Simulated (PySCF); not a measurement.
# C₃H₆BBrSi: core binding energies at several levels of theory

Aim: compute the core binding energies of C₃H₆BBrSi (`C#CB(Br)C[SiH3]`) at several levels, and see how far they spread and what each costs.

The runs use PySCF 2.14.0, with density-fitted response routines of our own; the level of theory stands in each step. All values are computed, except where a source is named. Atoms are numbered from 0 throughout.

## Step 1: The molecule as given

12 atoms, charge 0, multiplicity 1; geometry from: PBE0-D3(BJ)/def2-SVP.

Bonds of the start (Å): C0–C1 1.22, C1–B2 1.52, B2–Br3 1.92, B2–C4 1.55, C4–Si5 1.90, C0–H6 1.08, C4–H7 1.10, C4–H8 1.10, Si5–H9 1.49, Si5–H10 1.49, Si5–H11 1.49.

## Step 2: X-ray photoelectron lines: SCAN, X2C

The job: settings as JSON, then the geometry in Å.

```
{"job": {"kind": "xps"}, "charge": 0, "multiplicity": 1}
C     -3.648459     0.015736    -0.051234
C     -2.603967    -0.188678    -0.644141
B     -1.290222    -0.443041    -1.364105
Br    -1.185674     0.084696    -3.211986
C     -0.044206    -1.027057    -0.656748
Si     0.939190     0.382644     0.153547
H     -4.572330     0.196953     0.468990
H     -0.326744    -1.705571     0.164596
H      0.643982    -1.532952    -1.351467
H      0.081655     1.110018     1.135754
H      1.414931     1.342346    -0.885893
H      2.119320    -0.190255     0.869552
```

With the program's defaults for keys left out, this is: delta-SCF UKS SCAN, pcX-2 on the ionised atom, pcseg-1 elsewhere, spin-free X2C.

Launch:

```bash
$ OMP_NUM_THREADS=1 python probes_run.py task.json out
```

The driver reads the jobs from task.json and runs them one after another.

Output:

```text
ground state, core basis on atom 0 (C), 162 functions
  cycle   1  E = -3031.32474748  |g| = 5.25e-01
  cycle   2  E = -3031.26506211  |g| = 6.75e-01
  cycle   3  E = -3031.37964637  |g| = 2.60e-01
  cycle   4  E = -3031.39758215  |g| = 5.46e-02
  cycle   5  E = -3031.39835019  |g| = 1.75e-02
  cycle   6  E = -3031.39843998  |g| = 5.06e-03
  cycle   7  E = -3031.39844719  |g| = 1.88e-03
  cycle   8  E = -3031.39844944  |g| = 4.22e-04
  E(ground) = -3031.58146631 Eh
hole in C 1s of atom 0
  cycle   1  E = -3020.12933649  |g| = 1.50e+00
  cycle   2  E = -3015.93841903  |g| = 2.58e+00
  cycle   3  E = -3020.23104442  |g| = 8.30e-01
  cycle   4  E = -3020.44072592  |g| = 7.50e-01
  cycle   5  E = -3020.66989768  |g| = 3.02e-01
  cycle   6  E = -3020.71448883  |g| = 5.10e-02
  cycle   7  E = -3020.71582258  |g| = 3.24e-02
  cycle   8  E = -3020.71669381  |g| = 1.70e-02
  cycle   9  E = -3020.71700476  |g| = 8.54e-03
  cycle  10  E = -3020.71716297  |g| = 5.54e-03
  cycle  11  E = -3020.71723752  |g| = 3.22e-03
  cycle  12  E = -3020.71724820  |g| = 1.56e-03
  cycle  13  E = -3020.71725095  |g| = 7.34e-04
  cycle  14  E = -3020.71725074  |g| = 2.54e-04
  E(ion) = -3020.89872848 Eh   <S^2> = 0.8565   hole on atom = 1.000   binding energy = 290.692 eV
ground state, core basis on atom 1 (C), 162 functions
  cycle   1  E = -3031.39836019  |g| = 6.57e-02
  cycle   2  E = -3031.39598268  |g| = 1.00e-01
  cycle   3  E = -3031.39800304  |g| = 4.93e-02
  cycle   4  E = -3031.39865080  |g| = 1.07e-02
  cycle   5  E = -3031.39868675  |g| = 1.03e-03
  cycle   6  E = -3031.39868793  |g| = 2.77e-04
  E(ground) = -3031.58193600 Eh
hole in C 1s of atom 1
  cycle   1  E = -3020.14914819  |g| = 1.51e+00
  cycle   2  E = -3015.17008943  |g| = 2.67e+00
  cycle   3  E = -3019.92775279  |g| = 9.69e-01
  cycle   4  E = -3020.50203995  |g| = 6.83e-01
  cycle   5  E = -3020.66439196  |g| = 3.33e-01
  cycle   6  E = -3020.71593652  |g| = 8.96e-02
  cycle   7  E = -3020.72084769  |g| = 3.47e-02
  cycle   8  E = -3020.72194341  |g| = 1.42e-02
  cycle   9  E = -3020.72230688  |g| = 9.97e-03
  cycle  10  E = -3020.72250821  |g| = 6.28e-03
  cycle  11  E = -3020.72263424  |g| = 2.90e-03
  cycle  12  E = -3020.72264775  |g| = 1.38e-03
  cycle  13  E = -3020.72264757  |g| = 4.85e-04
  E(ion) = -3020.90361268 Eh   <S^2> = 0.8664   hole on atom = 1.000   binding energy = 290.572 eV
ground state, core basis on atom 2 (B), 162 functions
  cycle   1  E = -3031.38775185  |g| = 5.75e-02
  cycle   2  E = -3031.38514802  |g| = 1.03e-01
  cycle   3  E = -3031.38780838  |g| = 3.68e-02
  cycle   4  E = -3031.38812939  |g| = 1.41e-02
  cycle   5  E = -3031.38818989  |g| = 1.27e-03
  cycle   6  E = -3031.38818843  |g| = 3.80e-04
  E(ground) = -3031.57282648 Eh
hole in B 1s of atom 2
  cycle   1  E = -3023.71769145  |g| = 1.18e+00
  cycle   2  E = -3020.92791629  |g| = 2.29e+00
  cycle   3  E = -3023.95681399  |g| = 5.48e-01
  cycle   4  E = -3024.02967817  |g| = 4.49e-01
  cycle   5  E = -3024.11107450  |g| = 2.44e-01
  cycle   6  E = -3024.14980754  |g| = 5.83e-02
  cycle   7  E = -3024.15174877  |g| = 2.84e-02
  cycle   8  E = -3024.15244314  |g| = 8.39e-03
  cycle   9  E = -3024.15252314  |g| = 6.53e-03
  cycle  10  E = -3024.15256026  |g| = 4.13e-03
  cycle  11  E = -3024.15258558  |g| = 2.10e-03
  cycle  12  E = -3024.15258824  |g| = 8.72e-04
  cycle  13  E = -3024.15258908  |g| = 4.76e-04
  E(ion) = -3024.33548897 Eh   <S^2> = 0.8241   hole on atom = 1.000   binding energy = 196.938 eV
ground state, core basis on atom 4 (C), 162 functions
  cycle   1  E = -3031.39460840  |g| = 5.88e-02
  cycle   2  E = -3031.39433465  |g| = 3.60e-02
  cycle   3  E = -3031.39410529  |g| = 4.59e-02
  cycle   4  E = -3031.39464340  |g| = 1.74e-02
  cycle   5  E = -3031.39472986  |g| = 1.21e-03
  cycle   6  E = -3031.39472960  |g| = 2.10e-04
  E(ground) = -3031.57733565 Eh
hole in C 1s of atom 4
  cycle   1  E = -3020.15234702  |g| = 1.51e+00
  cycle   2  E = -3019.21923181  |g| = 1.93e+00
  cycle   3  E = -3020.55387920  |g| = 5.67e-01
  cycle   4  E = -3020.52055766  |g| = 5.96e-01
  cycle   5  E = -3020.72826246  |g| = 1.10e-01
  cycle   6  E = -3020.73356803  |g| = 5.30e-02
  cycle   7  E = -3020.73534272  |g| = 8.93e-03
  cycle   8  E = -3020.73538669  |g| = 4.46e-03
  cycle   9  E = -3020.73539892  |g| = 1.46e-03
  cycle  10  E = -3020.73540440  |g| = 6.05e-04
  cycle  11  E = -3020.73540425  |g| = 1.80e-04
  E(ion) = -3020.91564382 Eh   <S^2> = 0.7668   hole on atom = 1.000   binding energy = 290.119 eV
ground state, core basis on atom 5 (Si), 173 functions
  cycle   1  E = -3031.48840414  |g| = 2.87e-01
  cycle   2  E = -3031.48844141  |g| = 3.81e-02
  cycle   3  E = -3031.48830457  |g| = 3.56e-02
  cycle   4  E = -3031.48848241  |g| = 1.99e-02
  cycle   5  E = -3031.48858545  |g| = 5.66e-03
  cycle   6  E = -3031.48859256  |g| = 5.18e-04
  cycle   7  E = -3031.48859661  |g| = 1.22e-04
  E(ground) = -3031.62937518 Eh
hole in Si 1s of atom 5
  cycle   1  E = -2962.55618894  |g| = 4.35e+00
  cycle   2  E = -2960.82021611  |g| = 2.54e+00
  cycle   3  E = -2954.04604301  |g| = 2.73e+00
  cycle   4  E = -2963.40289191  |g| = 5.46e-01
  cycle   5  E = -2963.36856284  |g| = 5.80e-01
  cycle   6  E = -2963.60559823  |g| = 1.43e-01
  cycle   7  E = -2963.61567428  |g| = 7.67e-02
  cycle   8  E = -2963.61740581  |g| = 5.58e-02
  cycle   9  E = -2963.61912982  |g| = 1.78e-02
  cycle  10  E = -2963.61929067  |g| = 3.29e-03
  cycle  11  E = -2963.61929589  |g| = 1.10e-03
  cycle  12  E = -2963.61929799  |g| = 2.79e-04
  E(ion) = -2963.76774268 Eh   <S^2> = 0.7524   hole on atom = 1.000   binding energy = 1846.609 eV
hole in Si 2p of atom 5
  cycle   1  E = -3027.21513766  |g| = 1.23e+00
  cycle   2  E = -3027.02020763  |g| = 1.12e+00
  cycle   3  E = -3027.48269173  |g| = 3.05e-01
  cycle   4  E = -3027.50396291  |g| = 2.61e-01
  cycle   5  E = -3027.53686115  |g| = 1.03e-01
  cycle   6  E = -3027.54304458  |g| = 1.84e-02
  cycle   7  E = -3027.54321861  |g| = 7.45e-03
  cycle   8  E = -3027.54325589  |g| = 2.86e-03
  cycle   9  E = -3027.54326468  |g| = 8.85e-04
  cycle  10  E = -3027.54326125  |g| = 3.07e-04
  E(ion) = -3027.69527387 Eh   <S^2> = 0.7523   hole on atom = 1.002   binding energy = 107.052 eV
  2p3/2 = 106.838 eV   2p1/2 = 107.461 eV
```

Run time: 42 s. Hardware: 1 thread of Arm Neoverse V1, shared host; peak memory 0.71 GiB.

Binding energies by hole, beside the orbital energy of the ground state; the difference holds orbital relaxation and, for a density functional, its self-interaction error:

| hole | stands for | environment | ΔSCF (eV; 2p as the shell's mean) | −ε (eV) | ⟨S²⟩ |
| --- | --- | --- | --- | --- | --- |
| C1s on C0 | C0 | terminal alkyne carbon | 290.69 (doubtful) | 274.3 | 0.856 |
| C1s on C1 | C1 | alkyne carbon | 290.57 (doubtful) | 273.8 | 0.866 |
| B1s on B2 | B2 | boron bonded to 2 C, Br | 196.94 | 181.8 | 0.824 |
| C1s on C4 | C4 | sp3 CH2 bonded to B and Si | 290.12 | 273.6 | 0.767 |
| Si1s on Si5 | Si5 | silicon bonded to C, 3 H | 1846.61 | 1793.5 | 0.752 |
| Si2p on Si5 | Si5 | silicon bonded to C, 3 H | 107.05 | 96.4 | 0.752 |

Doubtful: the ion did not converge, its hole moved, or its ⟨S²⟩ is well above 0.75.

With the spin-orbit splitting: Si5 2p3/2 106.84, 2p1/2 107.46 eV. The table gives each 2p level as the mean over the whole 2p shell (two parts 2p3/2, one part 2p1/2), which differs a little from the single hole in the log.

## Step 3: X-ray photoelectron lines: B3LYP, X2C

The job, as its differences from that of step 2:

```diff
@@ -1,2 +1,2 @@
-{"job": {"kind": "xps"}, "charge": 0, "multiplicity": 1}
+{"job": {"kind": "xps", "xc": "B3LYP"}, "charge": 0, "multiplicity": 1}
 C     -3.648459     0.015736    -0.051234
```

Level: delta-SCF UKS B3LYP, pcX-2 on the ionised atom, pcseg-1 elsewhere, spin-free X2C.

Output:

```text
ground state, core basis on atom 0 (C), 162 functions
  cycle   1  E = -3031.50966832  |g| = 4.45e-01
  cycle   2  E = -3031.49839627  |g| = 4.85e-01
  cycle   3  E = -3031.55893292  |g| = 1.18e-01
  cycle   4  E = -3031.56187520  |g| = 5.09e-02
  cycle   5  E = -3031.56252536  |g| = 1.12e-02
  cycle   6  E = -3031.56255489  |g| = 2.18e-03
  cycle   7  E = -3031.56255919  |g| = 7.30e-04
  cycle   8  E = -3031.56255862  |g| = 9.92e-05
  E(ground) = -3031.56608874 Eh
hole in C 1s of atom 0
  cycle   1  E = -3020.29662421  |g| = 1.51e+00
  cycle   2  E = -3017.10087494  |g| = 2.54e+00
  cycle   3  E = -3020.57653993  |g| = 6.59e-01
  cycle   4  E = -3020.69578121  |g| = 6.05e-01
  cycle   5  E = -3020.85113001  |g| = 2.15e-01
  cycle   6  E = -3020.87276716  |g| = 2.59e-02
  cycle   7  E = -3020.87321001  |g| = 8.50e-03
  cycle   8  E = -3020.87329970  |g| = 5.00e-03
  cycle   9  E = -3020.87333296  |g| = 2.70e-03
  cycle  10  E = -3020.87335330  |g| = 1.47e-03
  cycle  11  E = -3020.87336147  |g| = 7.22e-04
  cycle  12  E = -3020.87336049  |g| = 2.10e-04
  E(ion) = -3020.87690503 Eh   <S^2> = 0.7868   hole on atom = 1.000   binding energy = 290.868 eV
ground state, core basis on atom 1 (C), 162 functions
  cycle   1  E = -3031.56274164  |g| = 4.47e-02
  cycle   2  E = -3031.56232287  |g| = 4.47e-02
  cycle   3  E = -3031.56251164  |g| = 3.51e-02
  cycle   4  E = -3031.56283033  |g| = 3.64e-03
  cycle   5  E = -3031.56283320  |g| = 2.36e-04
  E(ground) = -3031.56632524 Eh
hole in C 1s of atom 1
  cycle   1  E = -3020.31713335  |g| = 1.51e+00
  cycle   2  E = -3019.08930193  |g| = 2.06e+00
  cycle   3  E = -3020.74580716  |g| = 5.06e-01
  cycle   4  E = -3020.82227390  |g| = 3.23e-01
  cycle   5  E = -3020.87514178  |g| = 7.94e-02
  cycle   6  E = -3020.87857128  |g| = 3.16e-02
  cycle   7  E = -3020.87918196  |g| = 8.60e-03
  cycle   8  E = -3020.87930139  |g| = 5.20e-03
  cycle   9  E = -3020.87937465  |g| = 3.37e-03
  cycle  10  E = -3020.87940650  |g| = 1.47e-03
  cycle  11  E = -3020.87940958  |g| = 4.46e-04
  E(ion) = -3020.88290758 Eh   <S^2> = 0.7864   hole on atom = 1.000   binding energy = 290.711 eV
ground state, core basis on atom 2 (B), 162 functions
  cycle   1  E = -3031.55427547  |g| = 3.45e-02
  cycle   2  E = -3031.55424142  |g| = 1.93e-02
  cycle   3  E = -3031.55430537  |g| = 1.24e-02
  cycle   4  E = -3031.55434905  |g| = 4.29e-03
  cycle   5  E = -3031.55435256  |g| = 8.33e-04
  cycle   6  E = -3031.55435230  |g| = 1.44e-04
  E(ground) = -3031.55799804 Eh
hole in B 1s of atom 2
  cycle   1  E = -3023.86872570  |g| = 1.18e+00
  cycle   2  E = -3021.96220482  |g| = 2.12e+00
  cycle   3  E = -3024.17158209  |g| = 4.76e-01
  cycle   4  E = -3024.23133994  |g| = 3.70e-01
  cycle   5  E = -3024.29682649  |g| = 1.36e-01
  cycle   6  E = -3024.30717641  |g| = 2.41e-02
  cycle   7  E = -3024.30753618  |g| = 1.19e-02
  cycle   8  E = -3024.30765370  |g| = 3.49e-03
  cycle   9  E = -3024.30767136  |g| = 1.50e-03
  cycle  10  E = -3024.30767766  |g| = 8.31e-04
  cycle  11  E = -3024.30768029  |g| = 4.35e-04
  E(ion) = -3024.31131874 Eh   <S^2> = 0.7709   hole on atom = 1.000   binding energy = 197.192 eV
ground state, core basis on atom 4 (C), 162 functions
  cycle   1  E = -3031.55898029  |g| = 4.15e-02
  cycle   2  E = -3031.55895943  |g| = 1.50e-02
  cycle   3  E = -3031.55895233  |g| = 1.58e-02
  cycle   4  E = -3031.55901161  |g| = 4.57e-03
  cycle   5  E = -3031.55901997  |g| = 4.60e-04
  E(ground) = -3031.56254052 Eh
hole in C 1s of atom 4
  cycle   1  E = -3020.32239389  |g| = 1.52e+00
  cycle   2  E = -3019.62637050  |g| = 1.83e+00
  cycle   3  E = -3020.80706392  |g| = 4.12e-01
  cycle   4  E = -3020.79351293  |g| = 4.29e-01
  cycle   5  E = -3020.89514682  |g| = 6.47e-02
  cycle   6  E = -3020.89703574  |g| = 2.49e-02
  cycle   7  E = -3020.89739886  |g| = 3.30e-03
  cycle   8  E = -3020.89740617  |g| = 1.46e-03
  cycle   9  E = -3020.89740812  |g| = 5.88e-04
  cycle  10  E = -3020.89740928  |g| = 2.39e-04
  E(ion) = -3020.90093303 Eh   <S^2> = 0.7596   hole on atom = 1.000   binding energy = 290.117 eV
ground state, core basis on atom 5 (Si), 173 functions
  cycle   1  E = -3031.62536936  |g| = 1.64e-01
  cycle   2  E = -3031.62546862  |g| = 3.45e-02
  cycle   3  E = -3031.62551972  |g| = 1.82e-02
  cycle   4  E = -3031.62556264  |g| = 3.63e-03
  cycle   5  E = -3031.62556537  |g| = 9.52e-04
  cycle   6  E = -3031.62556557  |g| = 3.69e-04
  E(ground) = -3031.62919763 Eh
hole in Si 1s of atom 5
  cycle   1  E = -2962.73131671  |g| = 4.39e+00
  cycle   2  E = -2963.06366239  |g| = 2.00e+00
  cycle   3  E = -2963.62563473  |g| = 5.86e-01
  cycle   4  E = -2963.75471696  |g| = 3.22e-01
  cycle   5  E = -2963.79157703  |g| = 2.01e-01
  cycle   6  E = -2963.81329463  |g| = 1.68e-02
  cycle   7  E = -2963.81341069  |g| = 8.20e-03
  cycle   8  E = -2963.81344729  |g| = 1.42e-03
  cycle   9  E = -2963.81344836  |g| = 4.21e-04
  E(ion) = -2963.81707686 Eh   <S^2> = 0.7519   hole on atom = 1.000   binding energy = 1845.262 eV
hole in Si 2p of atom 5
  cycle   1  E = -3027.35985494  |g| = 1.23e+00
  cycle   2  E = -3027.36793906  |g| = 9.78e-01
  cycle   3  E = -3027.67050029  |g| = 1.92e-01
  cycle   4  E = -3027.67740716  |g| = 1.66e-01
  cycle   5  E = -3027.69081326  |g| = 5.31e-02
  cycle   6  E = -3027.69236257  |g| = 8.44e-03
  cycle   7  E = -3027.69239932  |g| = 1.63e-03
  cycle   8  E = -3027.69240276  |g| = 5.59e-04
  cycle   9  E = -3027.69240367  |g| = 2.55e-04
  E(ion) = -3027.69601947 Eh   <S^2> = 0.7525   hole on atom = 1.002   binding energy = 107.027 eV
  2p3/2 = 106.812 eV   2p1/2 = 107.431 eV
```

It took 63 s on 1 thread of Arm Neoverse V1, shared host; peak memory 0.78 GiB.

The holes in one table. −ε is the ground-state orbital energy:

| hole | stands for | environment | ΔSCF (eV; 2p as the shell's mean) | −ε (eV) | ⟨S²⟩ |
| --- | --- | --- | --- | --- | --- |
| C1s on C0 | C0 | terminal alkyne carbon | 290.87 | 277.6 | 0.787 |
| C1s on C1 | C1 | alkyne carbon | 290.71 | 277.1 | 0.786 |
| B1s on B2 | B2 | boron bonded to 2 C, Br | 197.19 | 185.4 | 0.771 |
| C1s on C4 | C4 | sp3 CH2 bonded to B and Si | 290.12 | 276.8 | 0.760 |
| Si1s on Si5 | Si5 | silicon bonded to C, 3 H | 1845.26 | 1803.1 | 0.752 |
| Si2p on Si5 | Si5 | silicon bonded to C, 3 H | 107.02 | 99.0 | 0.752 |

With the spin-orbit splitting: Si5 2p3/2 106.81, 2p1/2 107.43 eV. The table gives each 2p level as the mean over the whole 2p shell (two parts 2p3/2, one part 2p1/2), which differs a little from the single hole in the log.

## Step 4: X-ray photoelectron lines: PBE0, X2C

The job, as its differences from that of step 3:

```diff
@@ -1,2 +1,2 @@
-{"job": {"kind": "xps", "xc": "B3LYP"}, "charge": 0, "multiplicity": 1}
+{"job": {"kind": "xps", "xc": "PBE0"}, "charge": 0, "multiplicity": 1}
 C     -3.648459     0.015736    -0.051234
```

With the program's defaults for keys left out, this is: delta-SCF UKS PBE0, pcX-2 on the ionised atom, pcseg-1 elsewhere, spin-free X2C.

Output:

```text
ground state, core basis on atom 0 (C), 162 functions
  cycle   1  E = -3030.84884825  |g| = 3.96e-01
  cycle   2  E = -3030.84911792  |g| = 3.94e-01
  cycle   3  E = -3030.88814597  |g| = 1.04e-01
  cycle   4  E = -3030.89039638  |g| = 4.48e-02
  cycle   5  E = -3030.89090594  |g| = 8.82e-03
  cycle   6  E = -3030.89093329  |g| = 1.40e-03
  cycle   7  E = -3030.89093187  |g| = 5.17e-04
  cycle   8  E = -3030.89093036  |g| = 8.25e-05
  E(ground) = -3030.89375497 Eh
hole in C 1s of atom 0
  cycle   1  E = -3019.64365673  |g| = 1.51e+00
  cycle   2  E = -3017.33922610  |g| = 2.26e+00
  cycle   3  E = -3020.00457399  |g| = 5.49e-01
  cycle   4  E = -3020.14121546  |g| = 3.92e-01
  cycle   5  E = -3020.20003016  |g| = 2.07e-01
  cycle   6  E = -3020.22041208  |g| = 2.21e-02
  cycle   7  E = -3020.22078573  |g| = 9.27e-03
  cycle   8  E = -3020.22091652  |g| = 5.76e-03
  cycle   9  E = -3020.22097812  |g| = 3.75e-03
  cycle  10  E = -3020.22103027  |g| = 2.06e-03
  cycle  11  E = -3020.22103956  |g| = 7.98e-04
  cycle  12  E = -3020.22104006  |g| = 2.39e-04
  E(ion) = -3020.22387029 Eh   <S^2> = 0.8067   hole on atom = 1.000   binding energy = 290.342 eV
ground state, core basis on atom 1 (C), 162 functions
  cycle   1  E = -3030.89139020  |g| = 6.09e-02
  cycle   2  E = -3030.89090462  |g| = 4.82e-02
  cycle   3  E = -3030.89090558  |g| = 4.79e-02
  cycle   4  E = -3030.89150373  |g| = 1.36e-03
  cycle   5  E = -3030.89150493  |g| = 1.49e-04
  E(ground) = -3030.89429702 Eh
hole in C 1s of atom 1
  cycle   1  E = -3019.66365519  |g| = 1.52e+00
  cycle   2  E = -3018.84300436  |g| = 1.87e+00
  cycle   3  E = -3020.01972840  |g| = 6.69e-01
  cycle   4  E = -3020.18671910  |g| = 2.68e-01
  cycle   5  E = -3020.22433160  |g| = 5.33e-02
  cycle   6  E = -3020.22614536  |g| = 1.69e-02
  cycle   7  E = -3020.22641002  |g| = 7.56e-03
  cycle   8  E = -3020.22654771  |g| = 4.93e-03
  cycle   9  E = -3020.22665944  |g| = 2.74e-03
  cycle  10  E = -3020.22668278  |g| = 1.29e-03
  cycle  11  E = -3020.22668566  |g| = 3.78e-04
  E(ion) = -3020.22948209 Eh   <S^2> = 0.8080   hole on atom = 1.000   binding energy = 290.204 eV
ground state, core basis on atom 2 (B), 162 functions
  cycle   1  E = -3030.88313132  |g| = 4.75e-02
  cycle   2  E = -3030.88311444  |g| = 1.99e-02
  cycle   3  E = -3030.88316847  |g| = 1.46e-02
  cycle   4  E = -3030.88322893  |g| = 2.19e-03
  cycle   5  E = -3030.88322845  |g| = 6.53e-04
  cycle   6  E = -3030.88322810  |g| = 1.08e-04
  E(ground) = -3030.88616084 Eh
hole in B 1s of atom 2
  cycle   1  E = -3023.21978564  |g| = 1.18e+00
  cycle   2  E = -3021.61763897  |g| = 1.97e+00
  cycle   3  E = -3023.51892265  |g| = 4.79e-01
  cycle   4  E = -3023.59820819  |g| = 3.24e-01
  cycle   5  E = -3023.64853598  |g| = 1.16e-01
  cycle   6  E = -3023.65602601  |g| = 2.01e-02
  cycle   7  E = -3023.65631168  |g| = 1.02e-02
  cycle   8  E = -3023.65641371  |g| = 4.13e-03
  cycle   9  E = -3023.65645160  |g| = 1.95e-03
  cycle  10  E = -3023.65646585  |g| = 9.11e-04
  cycle  11  E = -3023.65646969  |g| = 3.95e-04
  E(ion) = -3023.65938821 Eh   <S^2> = 0.7844   hole on atom = 1.000   binding energy = 196.650 eV
ground state, core basis on atom 4 (C), 162 functions
  cycle   1  E = -3030.88762138  |g| = 5.76e-02
  cycle   2  E = -3030.88761598  |g| = 1.25e-02
  cycle   3  E = -3030.88760931  |g| = 1.34e-02
  cycle   4  E = -3030.88765434  |g| = 1.42e-03
  cycle   5  E = -3030.88765706  |g| = 4.64e-04
  E(ground) = -3030.89047376 Eh
hole in C 1s of atom 4
  cycle   1  E = -3019.66760600  |g| = 1.52e+00
  cycle   2  E = -3019.13516832  |g| = 1.70e+00
  cycle   3  E = -3020.16651471  |g| = 3.79e-01
  cycle   4  E = -3020.16789446  |g| = 3.66e-01
  cycle   5  E = -3020.24102060  |g| = 5.39e-02
  cycle   6  E = -3020.24234354  |g| = 1.95e-02
  cycle   7  E = -3020.24256596  |g| = 2.68e-03
  cycle   8  E = -3020.24257147  |g| = 1.30e-03
  cycle   9  E = -3020.24257298  |g| = 5.98e-04
  cycle  10  E = -3020.24257352  |g| = 2.09e-04
  E(ion) = -3020.24538033 Eh   <S^2> = 0.7627   hole on atom = 1.000   binding energy = 289.668 eV
ground state, core basis on atom 5 (Si), 173 functions
  cycle   1  E = -3030.95310608  |g| = 2.08e-01
  cycle   2  E = -3030.95315988  |g| = 2.61e-02
  cycle   3  E = -3030.95315875  |g| = 2.03e-02
  cycle   4  E = -3030.95323087  |g| = 6.39e-03
  cycle   5  E = -3030.95323932  |g| = 2.01e-03
  cycle   6  E = -3030.95324034  |g| = 2.34e-04
  E(ground) = -3030.95613206 Eh
hole in Si 1s of atom 5
  cycle   1  E = -2962.09004860  |g| = 4.38e+00
  cycle   2  E = -2962.55819502  |g| = 1.86e+00
  cycle   3  E = -2963.04146884  |g| = 4.97e-01
  cycle   4  E = -2963.13328534  |g| = 2.64e-01
  cycle   5  E = -2963.15982508  |g| = 1.51e-01
  cycle   6  E = -2963.17200953  |g| = 1.31e-02
  cycle   7  E = -2963.17208126  |g| = 5.95e-03
  cycle   8  E = -2963.17209991  |g| = 1.16e-03
  cycle   9  E = -2963.17210182  |g| = 3.74e-04
  E(ion) = -2963.17500644 Eh   <S^2> = 0.7519   hole on atom = 1.000   binding energy = 1844.418 eV
hole in Si 2p of atom 5
  cycle   1  E = -3026.70037181  |g| = 1.22e+00
  cycle   2  E = -3026.76592035  |g| = 8.96e-01
  cycle   3  E = -3027.01583865  |g| = 1.67e-01
  cycle   4  E = -3027.02183719  |g| = 1.39e-01
  cycle   5  E = -3027.03106656  |g| = 4.38e-02
  cycle   6  E = -3027.03212029  |g| = 6.49e-03
  cycle   7  E = -3027.03213949  |g| = 1.49e-03
  cycle   8  E = -3027.03214145  |g| = 5.91e-04
  cycle   9  E = -3027.03214119  |g| = 2.84e-04
  E(ion) = -3027.03503267 Eh   <S^2> = 0.7531   hole on atom = 1.002   binding energy = 106.699 eV
  2p3/2 = 106.484 eV   2p1/2 = 107.100 eV
```

Run time: 61 s. Hardware: 1 thread of Arm Neoverse V1, shared host; peak memory 0.77 GiB.

Binding energies by hole, beside the orbital energy of the ground state; the difference holds orbital relaxation and, for a density functional, its self-interaction error:

| hole | stands for | environment | ΔSCF (eV; 2p as the shell's mean) | −ε (eV) | ⟨S²⟩ |
| --- | --- | --- | --- | --- | --- |
| C1s on C0 | C0 | terminal alkyne carbon | 290.34 | 279.1 | 0.807 |
| C1s on C1 | C1 | alkyne carbon | 290.20 | 278.5 | 0.808 |
| B1s on B2 | B2 | boron bonded to 2 C, Br | 196.65 | 186.4 | 0.784 |
| C1s on C4 | C4 | sp3 CH2 bonded to B and Si | 289.67 | 278.3 | 0.763 |
| Si1s on Si5 | Si5 | silicon bonded to C, 3 H | 1844.42 | 1806.8 | 0.752 |
| Si2p on Si5 | Si5 | silicon bonded to C, 3 H | 106.69 | 99.7 | 0.753 |

With the spin-orbit splitting: Si5 2p3/2 106.48, 2p1/2 107.10 eV. The table gives each 2p level as the mean over the whole 2p shell (two parts 2p3/2, one part 2p1/2), which differs a little from the single hole in the log.

[end of part 1 of 3]
